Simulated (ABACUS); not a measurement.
# MoSe (Fm-3m) in ABACUS: equation of state, part 2 of 2

ABACUS 3.10.1. Earlier steps stand in the parts before.

### 4 Equation of state, PBE, 23.73 Å³/atom (volume scaled by 0.98)

The input, INPUT:

```
INPUT_PARAMETERS
suffix              MoSe
calculation         scf
basis_type          pw
pseudo_dir          ./
symmetry            1
dft_functional      pbe
ecutwfc             87
pseudo_rcut         7
nspin               1
nbands              19
ks_solver           dav
smearing_method     fd
smearing_sigma      0.00367493
scf_thr             1e-08
scf_nmax            100
mixing_type         broyden
mixing_beta         0.7
cal_force           1
cal_stress          1
kpar                4
```

The input, STRU:

```
ATOMIC_SPECIES
Mo 95.9500 Mo.upf
Se 78.9710 Se.upf

LATTICE_CONSTANT
1.8897261246

LATTICE_VECTORS
0.0000000000 2.8734636263 2.8734636263
2.8734636263 0.0000000000 2.8734636263
2.8734636263 2.8734636263 0.0000000000

ATOMIC_POSITIONS
Direct

Mo
0.0
1
0.0000000000 0.0000000000 0.0000000000 1 1 1

Se
0.0
1
0.5000000000 0.5000000000 0.5000000000 1 1 1
```

The input, KPT:

```
K_POINTS
0
Gamma
8 8 8 0 0 0
```

Potentials or basis: PseudoDojo NC SR 0.4.1 PBE standard, plane waves.

Started as:

```
$ OMP_NUM_THREADS=1 mpirun -np 4 abacus > log
```

running log:

```text
ABACUS v3.10.1

               Atomic-orbital Based Ab-initio Computation at UStc

 ------------------------------------------------------------------------------------

 READING GENERAL INFORMATION
                           global_out_dir = OUT.MoSe/
                           global_in_card = INPUT
                               pseudo_dir = ./
                              orbital_dir =
                                    DSIZE = 4
                                    GSIZE = 1

 READING UNITCELL INFORMATION
                                    ntype = 2
                  lattice constant (Bohr) = 1.88973
              lattice constant (Angstrom) = 1

 READING ATOM TYPE 1
                               atom label = Mo
                      L=0, number of zeta = 1
                      L=1, number of zeta = 1
                      L=2, number of zeta = 1
             number of atom for this type = 1

 READING ATOM TYPE 2
                               atom label = Se
                      L=0, number of zeta = 1
                      L=1, number of zeta = 1
                      L=2, number of zeta = 1
             number of atom for this type = 1

                        TOTAL ATOM NUMBER = 2
DIRECT COORDINATES
    atom                   x                   y                   z     mag                  vx                  vy                  vz
taud_Mo1            0.0000000000        0.0000000000        0.0000000000  0.0000        0.0000000000        0.0000000000        0.0000000000
taud_Se1            0.5000000000        0.5000000000        0.5000000000  0.0000        0.0000000000        0.0000000000        0.0000000000

                          Volume (Bohr^3) = 320.217
                             Volume (A^3) = 47.4511

 Lattice vectors: (Cartesian coordinate: in unit of a_0)
                   +0            +2.87346            +2.87346
             +2.87346                  +0            +2.87346
             +2.87346            +2.87346                  +0
 Reciprocal vectors: (Cartesian coordinate: in unit of 2 pi/a_0)
            -0.174006           +0.174006           +0.174006
            +0.174006           -0.174006           +0.174006
            +0.174006           +0.174006           -0.174006
[... 220 lines left out ...]
                                 init_chg = atomic

 PW ALGORITHM --------------- ION=   1  ELEC=   1--------------------------------

 Notice: Threshold on eigenvalues was too large.
 hsover_error=0.3 > DRHO=0.23993
 Origin diag ethr = 0.01
 New diag ethr = 0.000799766

 Density error is 0.239314101457
                          Error Threshold = 0.00079976599795
----------------------------------------------------------
     Energy           Rydberg                 eV
----------------------------------------------------------
 E_KohnSham     -382.7608887314      -5207.7290582917
 E_Harris       -384.8334862963      -5235.9281948340
 E_Fermi        0.9404363359         12.7952927748
----------------------------------------------------------
[... 87 lines left out ...]
 Density error is 2.80309935347e-09
                          Error Threshold = 1.29868227343e-10
----------------------------------------------------------
     Energy           Rydberg                 eV
----------------------------------------------------------
 E_KohnSham     -382.8736585845      -5209.2633708558
 E_KS(sigma->0) -382.8719765289      -5209.2404853155
 E_Harris       -382.8735657926      -5209.2621083574
 E_band         -38.6048122213       -525.2454164292
 E_one_elec     -173.0837201112      -2354.9248245501
 E_Hartree      94.7357244164        1288.9456562211
 E_xc           -68.7460524614       -935.3380284823
 E_Ewald        -235.7762463171      -3207.9004029637
 E_entropy(-TS) -0.0033641112        -0.0457710807
 E_descf        0.0000000000         0.0000000000
 E_exx          0.0000000000         0.0000000000
 E_Fermi        0.8600166125         11.7011263052
----------------------------------------------------------

 charge density convergence is achieved
 final etot is -5209.2633709 eV
 EFERMI = 11.701126305 eV

 STATE ENERGY(eV) AND OCCUPATIONS    NSPIN == 1
 1/8 kpoint (Cartesian) = 0.0000 0.0000 0.0000 (4381 pws)
       1       -49.6194     0.00390625
       2       -36.9766     0.00390625
       3       -36.9766     0.00390625
       4       -36.9722     0.00390625
       5       -36.9722     0.00390625
       6       -36.9722     0.00390625
[... 104 lines left out ...]
       6       -36.9722      0.0234375
[... 11 lines left out ...]
      18        11.5874      0.0212531
      19        14.1840    6.37316e-24

[... levels at 2 further k points ...]

------------------------------------------------------------------------------------------
 TOTAL-FORCE (eV/Angstrom)
------------------------------------------------------------------------------------------
                       Mo1         0.0000000000         0.0000000000         0.0000000000
                       Se1         0.0000000000         0.0000000000         0.0000000000
------------------------------------------------------------------------------------------

----------------------------------------------------------------
 TOTAL-STRESS (KBAR)
----------------------------------------------------------------
      -199.2914658283         0.0000000000        -0.0000000000
        -0.0000000000      -199.2914658283         0.0000000000
        -0.0000000000         0.0000000000      -199.2914658283
----------------------------------------------------------------
 TOTAL-PRESSURE: -199.291466 KBAR

 --------------------------------------------
 !FINAL_ETOT_IS -5209.2633708558396393 eV
 --------------------------------------------
```

stdout:

```text
ABACUS v3.10.1

               Atomic-orbital Based Ab-initio Computation at UStc

Total thread number: 4,Local thread limit: 96

[... 36 lines left out ...]
 DA9     -5.20926337e+03  -4.45877334e-08   2.8031e-09   0.55
----------------------------------------------------------------
 TOTAL-STRESS (KBAR)
----------------------------------------------------------------
      -199.2914658283         0.0000000000        -0.0000000000
        -0.0000000000      -199.2914658283         0.0000000000
        -0.0000000000         0.0000000000      -199.2914658283
----------------------------------------------------------------
 TOTAL-PRESSURE: -199.291466 KBAR
```

Wall time 7 s (4 MPI ranks of AMD EPYC 9R45 (Zen 5), shared host); peak memory 0.4 GiB.

Results:

```
Free energy            : -5209.2634 eV
Pressure               : -19.9 GPa
Band gap on the k mesh : none (metal or under the smearing width)
```

### 5 Equation of state, PBE, 24.21 Å³/atom

INPUT is that of step 4.

STRU: that of step 4 with these lines changed.

```diff
@@ -8,5 +8,5 @@
 LATTICE_VECTORS
-0.0000000000 2.8734636263 2.8734636263
-2.8734636263 0.0000000000 2.8734636263
-2.8734636263 2.8734636263 0.0000000000
+0.0000000000 2.8928795100 2.8928795100
+2.8928795100 0.0000000000 2.8928795100
+2.8928795100 2.8928795100 0.0000000000
```

KPT is that of step 4.

Started as:

```
$ OMP_NUM_THREADS=1 mpirun -np 4 abacus > log
```

Run time: 6.8 s. Hardware: 4 MPI ranks of AMD EPYC 9R45 (Zen 5), shared host; peak memory 0.4 GiB.

The run converged. Its results:

* Free energy: -5209.1417 eV
* Pressure: -20.3 GPa
* Band gap on the k mesh: none (metal or under the smearing width)

### 6 Equation of state, PBE, 24.69 Å³/atom (volume scaled by 1.02)

INPUT is that of step 5.

STRU: that of step 5 with these lines changed.

```diff
@@ -8,5 +8,5 @@
 LATTICE_VECTORS
-0.0000000000 2.8928795100 2.8928795100
-2.8928795100 0.0000000000 2.8928795100
-2.8928795100 2.8928795100 0.0000000000
+0.0000000000 2.9120382108 2.9120382108
+2.9120382108 0.0000000000 2.9120382108
+2.9120382108 2.9120382108 0.0000000000
```

KPT is that of step 5.

Potentials or basis: PseudoDojo NC SR 0.4.1 PBE standard, plane waves.

Started as:

```
$ OMP_NUM_THREADS=1 mpirun -np 4 abacus > log
```

It took 7.6 s on 4 MPI ranks of AMD EPYC 9R45 (Zen 5), shared host; peak memory 0.44 GiB.

It converged, with:

- Free energy: -5209.0181 eV
- Pressure: -20.6 GPa
- Band gap on the k mesh: none (metal or under the smearing width)

### 7 Equation of state, PBE, 25.18 Å³/atom (volume scaled by 1.04)

INPUT is that of step 6.

STRU: that of step 6 with these lines changed.

```diff
@@ -8,5 +8,5 @@
 LATTICE_VECTORS
-0.0000000000 2.9120382108 2.9120382108
-2.9120382108 0.0000000000 2.9120382108
-2.9120382108 2.9120382108 0.0000000000
+0.0000000000 2.9309480797 2.9309480797
+2.9309480797 0.0000000000 2.9309480797
+2.9309480797 2.9309480797 0.0000000000
```

KPT is that of step 6.

Started as:

```
$ OMP_NUM_THREADS=1 mpirun -np 4 abacus > log
```

It took 8.4 s on 4 MPI ranks of AMD EPYC 9R45 (Zen 5), shared host; peak memory 0.44 GiB.

It converged, with:

* Free energy: -5208.8930 eV
* Pressure: -20.8 GPa
* Band gap on the k mesh: none (metal or under the smearing width)

### 8 Equation of state, PBE, 25.66 Å³/atom (volume scaled by 1.06)

INPUT is that of step 7.

STRU: that of step 7 with these lines changed.

```diff
@@ -8,5 +8,5 @@
 LATTICE_VECTORS
-0.0000000000 2.9309480797 2.9309480797
-2.9309480797 0.0000000000 2.9309480797
-2.9309480797 2.9309480797 0.0000000000
+0.0000000000 2.9496170421 2.9496170421
+2.9496170421 0.0000000000 2.9496170421
+2.9496170421 2.9496170421 0.0000000000
```

KPT is that of step 7.

Started as:

```
$ OMP_NUM_THREADS=1 mpirun -np 4 abacus > log
```

It took 8.3 s on 4 MPI ranks of AMD EPYC 9R45 (Zen 5), shared host; peak memory 0.44 GiB.

The run converged. Its results:

- Free energy: -5208.7669 eV
- Pressure: -21.0 GPa
- Band gap on the k mesh: none (metal or under the smearing width)

### 9 Equation of state, PBE

Potentials or basis: PseudoDojo NC SR 0.4.1 PBE standard, plane waves.

No new run: the results of the series are fitted here.

What came out:

```
Equilibrium volume : outside the volumes run
```

Energy against volume, from the lowest point:
| volume (Å³/atom) | energy (meV/atom) |
| --- | --- |
| 22.757 | 0.00 |
| 23.241 | 57.92 |
| 23.726 | 117.46 |
| 24.210 | 178.28 |
| 24.694 | 240.08 |
| 25.178 | 302.63 |
| 25.662 | 365.68 |
